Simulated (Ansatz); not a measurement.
# C6H10Si: the cost of one run

Computed with Ansatz 0.2.0, Gaussian basis. Level: the settings change from run to run.

1 further run of the same task is left out (it didn't finish). Runs told in other sessions of the task aren't counted.

**1. The geometry**

The geometry comes from an earlier relaxation with PBE0-D4 in a triple-zeta def2 set; it is a stationary point, not always the lowest conformer.

SMILES `C=C[SiH](C=C)C=C`, 17 atoms, charge 0, spin multiplicity 1.

Atoms are counted from 1 here; the program's logs count them from 0.

Bond lengths: C1–C2 1.330 Å, C1–H8 1.087 Å, C1–H9 1.087 Å, C2–Si3 1.865 Å, C2–H10 1.090 Å, Si3–C4 1.863 Å, Si3–C6 1.862 Å, Si3–H11 1.492 Å, C4–C5 1.330 Å, C4–H12 1.090 Å, C5–H13 1.087 Å, C5–H14 1.087 Å, C6–C7 1.330 Å, C6–H15 1.090 Å, C7–H16 1.087 Å, C7–H17 1.087 Å. Angles: C2–C1–H8 122.3°, C2–C1–H9 121.7°, H8–C1–H9 116.0°, C1–C2–Si3 123.7°, C1–C2–H10 118.0°, Si3–C2–H10 118.3°, C2–Si3–C4 109.4°, C2–Si3–C6 110.6°, C2–Si3–H11 108.9°, C4–Si3–C6 110.7°, C4–Si3–H11 110.1°, C6–Si3–H11 107.1°, Si3–C4–C5 123.6°, Si3–C4–H12 118.5°, C5–C4–H12 117.9°, C4–C5–H13 122.3°, C4–C5–H14 121.6°, H13–C5–H14 116.1° and more.

**2. wB97X/aug-cc-pVTZ**

Options: the search for lower states set to full.

in.yaml reads:

```yaml
crystal:
  periodic: [false, false, false]
  atoms:
    - {symbol: C, position_ang: [1.133275, -1.993245, 1.498941]}
    - {symbol: C, position_ang: [1.126530, -0.662808, 1.498386]}
    - {symbol: Si, position_ang: [0.564894, 0.369111, 0.050299]}
    - {symbol: C, position_ang: [0.398122, -0.715872, -1.455308]}
    - {symbol: C, position_ang: [-0.703139, -0.780071, -2.198689]}
    - {symbol: C, position_ang: [-1.049358, 1.214661, 0.435045]}
    - {symbol: C, position_ang: [-1.213506, 2.533471, 0.373381]}
    - {symbol: H, position_ang: [1.450598, -2.571847, 2.362499]}
    - {symbol: H, position_ang: [0.816683, -2.565880, 0.631218]}
    - {symbol: H, position_ang: [1.451734, -0.150010, 2.403171]}
    - {symbol: H, position_ang: [1.573945, 1.440174, -0.198839]}
    - {symbol: H, position_ang: [1.250554, -1.326072, -1.753359]}
    - {symbol: H, position_ang: [-0.773000, -1.413914, -3.078778]}
    - {symbol: H, position_ang: [-1.586038, -0.192613, -1.961678]}
    - {symbol: H, position_ang: [-1.899698, 0.605878, 0.741393]}
    - {symbol: H, position_ang: [-0.401858, 3.194349, 0.080919]}
    - {symbol: H, position_ang: [-2.158738, 3.014288, 0.611699]}
basis:
  gaussian: {orbitals: aug-cc-pVTZ}
hamiltonian: {xc: {name: wB97X}}
scf: {lower_state_search: full}
output: {forces: true}
```

Started as:

```bash
> ansatz run in.yaml --threads 4 --pin off --events-out ev --progress --plain --max-ram 11315MiB
```

**Question.** How long does this run take on 4 threads of Arm Neoverse V2, shared host, and how much memory does it need?

About 44 s, with a peak of 3.3 GiB.
